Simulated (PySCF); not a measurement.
# C₅H₁₁BO₂: runs on many settings, part 2 of 2

PySCF 2.14.0. Atoms count from 0. Earlier steps stand in the parts before.

### Step 5. Spin-spin couplings: BLYP/6-31++G** in dimethylsulfoxide

Job settings and geometry (Å):

```
{"job": {"kind": "j", "xc": "BLYP", "basis": "6-31++G**", "solvent": "dimethylsulfoxide", "scf": {"conv": 1e-07}}, "charge": 0, "multiplicity": 1}
C      2.113452    -0.564762     0.114261
C      0.975676    -0.201746    -0.831679
C     -0.307580     0.268021    -0.130475
C     -0.074424     1.495715     0.749482
C     -1.020229    -0.873040     0.649207
O     -2.281931    -1.023826     0.032080
B     -2.363683    -0.146442    -1.000934
O     -1.254121     0.613563    -1.144814
H      1.793922    -1.302078     0.846869
H      2.477934     0.311416     0.642955
H      2.939921    -0.984848    -0.453861
H      0.718019    -1.066106    -1.448539
H      1.295642     0.595791    -1.505043
H      0.403746     2.281381     0.169848
H      0.549852     1.242261     1.601611
H     -1.031247     1.868070     1.109544
H     -0.482189    -1.823244     0.577972
H     -1.168454    -0.621176     1.703675
H     -3.294108    -0.059698    -1.689622
```

Method: BLYP/6-31++G** indirect spin-spin coupling, non-relativistic, IEF-PCM dimethylsulfoxide.

Standard output:

```text
final grid: 148760 points
cycle   1  E = -372.1886503377  dE =  8.568e-01  |g| = 1.002e+00  |ddm| = 5.368e+00
cycle   2  E = -371.6204889095  dE =  5.682e-01  |g| = 1.933e+00  |ddm| = 5.857e+00
cycle   3  E = -372.3920986261  dE = -7.716e-01  |g| = 2.207e-01  |ddm| = 4.613e+00
cycle   4  E = -372.4014145191  dE = -9.316e-03  |g| = 8.203e-02  |ddm| = 4.705e-01
cycle   5  E = -372.4029455409  dE = -1.531e-03  |g| = 2.239e-02  |ddm| = 2.409e-01
cycle   6  E = -372.4030093695  dE = -6.383e-05  |g| = 1.507e-02  |ddm| = 5.303e-02
cycle   7  E = -372.4030517965  dE = -4.243e-05  |g| = 2.028e-03  |ddm| = 2.015e-02
cycle   8  E = -372.4030527472  dE = -9.507e-07  |g| = 5.729e-04  |ddm| = 4.552e-03
cycle   9  E = -372.4030528194  dE = -7.217e-08  |g| = 2.051e-04  |ddm| = 1.987e-03
converged SCF energy = -372.4030528194

Indirect spin-spin couplings (Hz)
  i      j    bonds     total        FC       PSO       DSO        SD
  0 C    1 C    1     47.109    47.149    -0.243     0.204         -
  0 C    2 C    2      0.606     0.652    -0.104     0.058         -
  0 C    3 C    3      1.328     1.335    -0.030     0.022         -
  0 C    4 C    3      1.012     0.998    -0.020     0.035         -
  0 C    7 O    3     -2.306    -2.361     0.024     0.031         -
  0 C    8 H    1    143.907   142.207     0.983     0.718         -
  0 C    9 H    1    144.966   143.307     0.957     0.703         -
  0 C   10 H    1    143.595   141.911     1.034     0.651         -
  0 C   11 H    2     -2.809    -2.834     0.153    -0.128         -
  0 C   12 H    2     -2.731    -2.743     0.151    -0.139         -
  0 C   14 H    4      1.150     1.052    -0.169     0.268         -
  0 C   15 H    4      0.991     1.066     0.218    -0.292         -
  0 C   16 H    4      0.322     0.238    -0.161     0.245         -
  0 C   18 H    5      0.341     0.416     0.179    -0.254         -
  1 C    2 C    1     56.619    57.172    -0.872     0.319         -
  1 C    3 C    2      2.597     2.699    -0.134     0.032         -
  1 C    4 C    2      3.499     3.566    -0.125     0.057         -
  1 C    5 O    3     -0.069    -0.081    -0.010     0.022         -
  1 C    6 B    3      0.550     0.570     0.053    -0.062    -0.011
  1 C    7 O    2     -4.904    -5.152     0.279    -0.032         -
  1 C    8 H    2     -2.925    -2.962     0.124    -0.087         -
  1 C    9 H    2     -2.709    -2.719     0.107    -0.098         -
  1 C   10 H    2     -2.062    -2.080     0.131    -0.114         -
  1 C   11 H    1    151.177   149.517     0.629     1.031         -
  1 C   12 H    1    151.257   149.636     0.610     1.011         -
  1 C   13 H    3      2.281     2.225    -0.085     0.141         -
  1 C   14 H    3      0.186     0.182    -0.031     0.035         -
  1 C   15 H    3      5.683     5.820     0.254    -0.391         -
  1 C   16 H    3      4.892     4.791    -0.206     0.307         -
  1 C   17 H    3      3.642     3.726     0.163    -0.248         -
  1 C   18 H    4     -0.299    -0.223     0.186    -0.262         -
  2 C    3 C    1     55.034    55.592    -0.852     0.294         -
  2 C    4 C    1     56.110    56.473    -0.705     0.342         -
  2 C    5 O    2     -0.393    -0.872     0.503    -0.024         -
  2 C    6 B    2     -1.838    -1.683    -0.152     0.027    -0.030
  2 C    7 O    1     13.662    14.114    -0.264    -0.188         -
  2 C    8 H    3      2.119     1.996    -0.109     0.233         -
  2 C    9 H    3      0.989     0.940    -0.094     0.144         -
  2 C   10 H    3      9.650     9.729     0.202    -0.281         -
  2 C   11 H    2     -2.949    -2.950    -0.203     0.204         -
  2 C   12 H    2     -3.376    -3.411    -0.156     0.191         -
  2 C   13 H    2     -3.280    -3.245    -0.157     0.121         -
  2 C   14 H    2      0.808     0.706    -0.037     0.139         -
  2 C   15 H    2     -3.209    -3.186    -0.153     0.130         -
  2 C   16 H    2      0.663     0.644    -0.131     0.150         -
  2 C   17 H    2      0.641     0.648    -0.148     0.140         -
  2 C   18 H    3      4.163     4.328     0.256    -0.421         -
  3 C    4 C    2      4.509     4.600    -0.138     0.047         -
  3 C    5 O    3     -0.062    -0.107     0.020     0.025         -
  3 C    6 B    3      0.223     0.249     0.052    -0.070    -0.009
  3 C    7 O    2     -4.147    -4.358     0.234    -0.023         -
  3 C    9 H    4      0.398     0.294    -0.181     0.285         -
  3 C   11 H    3      5.005     5.147     0.276    -0.417         -
  3 C   12 H    3      1.723     1.666    -0.013     0.070         -
  3 C   13 H    1    146.792   145.165     0.817     0.810         -
  3 C   14 H    1    146.348   144.721     0.812     0.815         -
  3 C   15 H    1    148.210   146.560     0.825     0.825         -
  3 C   16 H    3      4.012     4.101     0.197    -0.285         -
  3 C   17 H    3      5.212     5.080    -0.138     0.270         -
  3 C   18 H    4     -0.329    -0.244     0.200    -0.285         -
  4 C    5 O    1     11.997    12.993    -0.846    -0.150         -
  4 C    6 B    2      0.365     0.525    -0.125    -0.006    -0.028
  4 C    7 O    2     -0.897    -1.340     0.462    -0.019         -
  4 C    8 H    4      0.381     0.197    -0.220     0.404         -
  4 C   10 H    4     -0.184    -0.142     0.141    -0.183         -
  4 C   11 H    3      2.235     2.212    -0.198     0.221         -
  4 C   12 H    3      5.778     5.886     0.246    -0.354         -
  4 C   13 H    3      8.553     8.664     0.252    -0.363         -
  4 C   14 H    3      1.355     1.288    -0.104     0.172         -
  4 C   15 H    3      1.641     1.662    -0.171     0.150         -
  4 C   16 H    1    167.706   166.755    -0.191     1.142         -
  4 C   17 H    1    169.926   168.990    -0.188     1.124         -
  4 C   18 H    3      4.042     4.236     0.298    -0.492         -
  5 O    6 B    1     -9.216   -13.433     4.599    -0.171    -0.211
  5 O   16 H    2     -5.544    -5.105    -0.474     0.036         -
  5 O   17 H    2     -5.748    -5.301    -0.492     0.044         -
  5 O   18 H    2    -20.083   -20.677     0.495     0.100         -
  6 B    7 O    1     -7.788   -12.044     4.659    -0.181    -0.222
  6 B   12 H    4     -0.221    -0.121     0.280    -0.381     0.001
  6 B   13 H    4     -0.243    -0.121     0.301    -0.421    -0.002
  6 B   16 H    3      2.358     2.658     0.267    -0.529    -0.038
  6 B   17 H    3      2.682     2.990     0.291    -0.561    -0.037
  6 B   18 H    1    203.995   203.269    -1.158     1.369     0.515
  7 O    8 H    4      0.270     0.193    -0.056     0.132         -
  7 O    9 H    4      0.295     0.219    -0.041     0.117         -
  7 O   10 H    4     -0.235    -0.276    -0.098     0.140         -
  7 O   11 H    3     -1.114    -1.023     0.008    -0.099         -
  7 O   12 H    3     -1.601    -1.499     0.025    -0.127         -
  7 O   13 H    3     -0.801    -0.718    -0.019    -0.064         -
  7 O   14 H    3     -7.221    -7.394    -0.052     0.225         -
  7 O   15 H    3     -1.918    -1.817    -0.007    -0.094         -
  7 O   16 H    3     -0.150    -0.315    -0.015     0.179         -
  7 O   17 H    3     -0.167    -0.337    -0.024     0.194         -
  7 O   18 H    2    -18.622   -19.198     0.493     0.083         -
  8 H    9 H    2    -12.645   -12.155     1.886    -2.376         -
  8 H   10 H    2    -13.791   -13.261     1.984    -2.513         -
  8 H   11 H    3      2.420     2.549     0.277    -0.406         -
  8 H   12 H    3     12.964    13.844     1.780    -2.660         -
  8 H   13 H    5     -0.153     0.145     0.667    -0.966         -
  8 H   14 H    5      0.355     0.087    -0.724     0.992         -
  8 H   15 H    5     -0.283     0.002     0.656    -0.941         -
  8 H   16 H    5      0.619    -0.196    -1.958     2.773         -
  8 H   17 H    5      0.481     0.244    -0.530     0.768         -
  8 H   18 H    6     -0.270     0.022     0.630    -0.921         -
  9 H   10 H    2    -13.710   -13.176     2.007    -2.541         -
  9 H   11 H    3     12.633    13.507     1.762    -2.635         -
  9 H   12 H    3      4.658     4.681     0.098    -0.121         -
  9 H   13 H    5      0.366     0.072    -0.722     1.015         -
  9 H   14 H    5      0.617    -0.100    -1.737     2.454         -
  9 H   15 H    5     -0.196     0.060     0.638    -0.894         -
  9 H   18 H    6     -0.314    -0.006     0.708    -1.016         -
 10 H   11 H    3      4.574     4.593     0.065    -0.084         -
 10 H   12 H    3      2.429     2.577     0.308    -0.457         -
 10 H   13 H    5     -0.173     0.081     0.594    -0.848         -
 10 H   15 H    5     -0.511    -0.077     1.050    -1.483         -
 10 H   18 H    6     -0.188     0.079     0.619    -0.886         -
 11 H   12 H    2    -12.878   -12.641     1.434    -1.671         -
 11 H   13 H    4     -0.393     0.050     1.022    -1.465         -
 11 H   14 H    4     -0.722    -0.231     1.055    -1.547         -
 11 H   15 H    4      1.651     2.197     1.284    -1.831         -
 11 H   16 H    4      0.372    -0.194    -1.317     1.883         -
 12 H   13 H    4      0.511     0.005    -1.169     1.675         -
 12 H   14 H    4     -0.230    -0.005     0.468    -0.693         -
 12 H   15 H    4     -0.579    -0.178     0.945    -1.346         -
 12 H   17 H    4      0.341     0.865     1.203    -1.727         -
 12 H   18 H    5     -0.199     0.090     0.644    -0.933         -
 13 H   14 H    2    -13.037   -12.577     1.827    -2.288         -
 13 H   15 H    2    -12.833   -12.432     1.771    -2.172         -
 13 H   16 H    4      0.622     1.129     1.174    -1.682         -
 13 H   17 H    4      0.434     0.856     1.010    -1.432         -
 13 H   18 H    5     -0.250     0.076     0.712    -1.037         -
 14 H   15 H    2    -13.463   -13.032     1.786    -2.217         -
 14 H   16 H    4     -0.351    -0.226     0.237    -0.362         -
 14 H   17 H    4      0.440    -0.027    -1.075     1.542         -
 14 H   18 H    5      0.275     0.714     0.948    -1.388         -
 15 H   16 H    4     -0.176     0.317     1.048    -1.540         -
 15 H   17 H    4      0.304    -0.116    -0.982     1.402         -
 16 H   17 H    2     -9.718    -9.351     1.378    -1.746         -
 16 H   18 H    4     -1.316    -0.740     1.142    -1.718         -
 17 H   18 H    4     -1.311    -0.722     1.174    -1.762         -
```

Wall time 30 s (1 thread of Arm Neoverse V1, shared host); peak memory 0.84 GiB.

This basis has no tight s functions, so the Fermi-contact terms are rough.

A choice of the couplings up to four bonds, sorted by the number of bonds, with means over like pairs; isotopes 11B, 13C, 1H, 17O:

```tsv
pair	bonds	J (Hz)	Fermi contact (Hz)	dihedral (°)
B6–H18	1	204.0	203.3	–
C4–H17	1	169.9	169.0	–
C4–H16	1	167.7	166.8	–
C1–H12	1	151.3	149.6	–
C1–H11	1	151.2	149.5	–
C3–H13	1	147.1	145.5	–
C0–H8	1	144.2	142.5	–
C1–C2	1	56.6	57.2	–
C2–C4	1	56.1	56.5	–
O5–H18	2	-20.1	-20.7	–
O7–H18	2	-18.6	-19.2	–
H8–H9	2	-13.4	-12.9	–
H13–H14	2	-13.1	-12.7	–
H11–H12	2	-12.9	-12.6	–
H16–H17	2	-9.7	-9.4	–
O5–H17	2	-5.7	-5.3	–
O5–H16	2	-5.5	-5.1	–
C1–O7	2	-4.9	-5.2	–
H8–H12	3	6.7	7.0	–
H8–H11	3	6.5	6.9	–
C4–H12	3	5.8	5.9	169
C3–H17	3	5.2	5.1	-4
C3–H11	3	5.0	5.1	-179
C1–H16	3	4.9	4.8	1
C2–H8	3	4.3	4.2	–
C2–H18	3	4.2	4.3	179
C4–H18	3	4.0	4.2	180
H16–H18	4	-1.3	-0.7	–
H17–H18	4	-1.3	-0.7	–
```

The spin-dipole term was solved for some atoms only; pairs without it lack that part.

The response was solved for the nuclei of B, C, H alone, so couplings that need other nuclei can be missing.

Quadrupole couplings from the field gradients of the same density:

```tsv
atom	isotope	eQq/h (MHz)	η
O5	17O	-7.767	0.13
O7	17O	-7.390	0.11
B6	11B	2.674	0.60
```

Joined with the shifts from before (PBE0/pcSseg-1, scaled to CDCl3 for protons on carbon, raw for the others), the couplings predict the line list below for 500 MHz. Couplings to quadrupolar nuclei are left out.

1H NMR δ 4.09 (d, J = 9.7 Hz, 1H), 3.90 (br, 1H), 3.86 (d, J = 9.7 Hz, 1H), 1.90 (dq, J = 12.9, 6.7 Hz, 1H), 1.57 (dq, J = 12.9, 6.5 Hz, 1H), 1.35 (s, 3H), 0.92 (t, J = 6.6 Hz, 3H).

### Step 6. TDDFT and polarisability: B3LYP/def2-SVPD

Same as in step 5 but for these lines:

```diff
@@ -1,2 +1,2 @@
-{"job": {"kind": "j", "xc": "BLYP", "basis": "6-31++G**", "solvent": "dimethylsulfoxide", "scf": {"conv": 1e-07}}, "charge": 0, "multiplicity": 1}
+{"job": {"kind": "uv", "xc": "B3LYP", "basis": "def2-SVPD", "nstates": 25, "ntriplets": 0, "tda": true, "scf": {"diis": false, "max_cycle": 64}}, "charge": 0, "multiplicity": 1}
 C      2.113452    -0.564762     0.114261
```

Method: TDA B3LYP/def2-SVPD, vertical, gas phase, core orbitals frozen in the response.

Standard output:

```text
final grid: 148760 points
cycle   1  E = -372.1507324616  dE =  9.711e-01  |g| = 8.707e-01  |ddm| = 1.543e+01
cycle   2  E = -371.9464808242  dE =  2.043e-01  |g| = 1.360e+00  |ddm| = 4.365e+00
cycle   3  E = -371.5379512058  dE =  4.085e-01  |g| = 2.060e+00  |ddm| = 5.809e+00
cycle   4  E = -369.3194560410  dE =  2.218e+00  |g| = 3.671e+00  |ddm| = 6.664e+01
cycle   5  E = -367.2383822695  dE =  2.081e+00  |g| = 4.989e+00  |ddm| = 6.519e+01
cycle   6  E = -345.1452324739  dE =  2.209e+01  |g| = 7.495e+00  |ddm| = 2.312e+02
cycle   7  E = -217.6940976426  dE =  1.275e+02  |g| = 1.873e+01  |ddm| = 2.226e+02
cycle   8  E = -145.9123933900  dE =  7.178e+01  |g| = 1.931e+01  |ddm| = 3.973e+02
cycle   9  E = -68.4682236530  dE =  7.744e+01  |g| = 2.122e+01  |ddm| = 5.802e+02
cycle  10  E = -98.8468150217  dE = -3.038e+01  |g| = 1.970e+01  |ddm| = 5.877e+02
[... 44 cycles left out ...]
cycle  55  E = -71.0598715091  dE =  2.701e+01  |g| = 2.139e+01  |ddm| = 5.837e+02
cycle  56  E = -98.0730549066  dE = -2.701e+01  |g| = 1.992e+01  |ddm| = 5.837e+02
cycle  57  E = -71.0598715091  dE =  2.701e+01  |g| = 2.139e+01  |ddm| = 5.837e+02
cycle  58  E = -98.0730549066  dE = -2.701e+01  |g| = 1.992e+01  |ddm| = 5.837e+02
cycle  59  E = -71.0598715091  dE =  2.701e+01  |g| = 2.139e+01  |ddm| = 5.837e+02
cycle  60  E = -98.0730549066  dE = -2.701e+01  |g| = 1.992e+01  |ddm| = 5.837e+02
cycle  61  E = -71.0598715091  dE =  2.701e+01  |g| = 2.139e+01  |ddm| = 5.837e+02
cycle  62  E = -98.0730549066  dE = -2.701e+01  |g| = 1.992e+01  |ddm| = 5.837e+02
cycle  63  E = -71.0598715091  dE =  2.701e+01  |g| = 2.139e+01  |ddm| = 5.837e+02
cycle  64  E = -98.0730549066  dE = -2.701e+01  |g| = 1.992e+01  |ddm| = 5.837e+02
SCF not converged, last energy = -98.0730549066
```

Wall time 2.1 min (1 thread of Arm Neoverse V1, shared host); peak memory 0.85 GiB.

**What went wrong.** The SCF swings between two densities 27.01 Eh apart: plain iteration without DIIS overshoots. Cure: turn DIIS on. Numbers printed on the way are no properties of the molecule.

### Step 7. Results

This closing draws on all 2 parts.

| quantity | value |
| --- | --- |
| 13C shifts against TMS (PBE0/pcSseg-1) | 84.5, 79.1, 40.0, 28.8, 11.0 ppm |
| 1H shifts against TMS (PBE0/pcSseg-1, means over atoms taken as alike) | 4.22, 3.98, 3.90, 1.90, 1.56, 1.32, 0.86 ppm |
| 17O shifts against H2O (PBE0/pcSseg-1) | 196.3, 141.7 ppm |
| 11B shifts against BF3·OEt2 (PBE0/pcSseg-1) | 26.5 ppm |
| lowest singlet (PBE0/def2-SVPD) | 7.43 eV (167 nm), f = 0.018 |
| brightest single state of those computed | state 2, 7.69 eV, f = 0.030 |
| lowest triplet | 6.78 eV |
| largest coupling of the table (BLYP/6-31++G**) | 1J(B,H) B6–H18, 204.0 Hz |
| property runs in this session | 5, of which 1 failed and 0 gave unsound results |

In words: Single values in the summary come from the first run of each kind that ended normally (PBE0/pcSseg-1; PBE0/def2-SVPD; BLYP/6-31++G**), which need not be the best level. C2 (fully substituted sp3 carbon bonded to O) lies farthest downfield among carbon, at 84.5 ppm; deshielded by the electronegative neighbour. At PBE0/pcSseg-1: Shielding is most anisotropic at O5 (span 224 ppm, paramagnetic term -198 ppm). The lowest singlet, at 7.43 eV, is HOMO→LUMO 0.94 and is weak; of the 6 states computed, the strongest absorption comes from state 2 at 7.69 eV. The lowest triplet lies 0.65 eV below the lowest singlet (triplets in Tamm-Dancoff, singlets in full TDDFT). In the run at BLYP/6-31++G**, the largest coupling of the table is B6–H18, 204.0 Hz, of which the Fermi-contact term gives 203.3 Hz. Couplings across rotatable bonds belong to this one conformer; where others are populated, the observed values are averages. Couplings from bases without tight functions are rough.
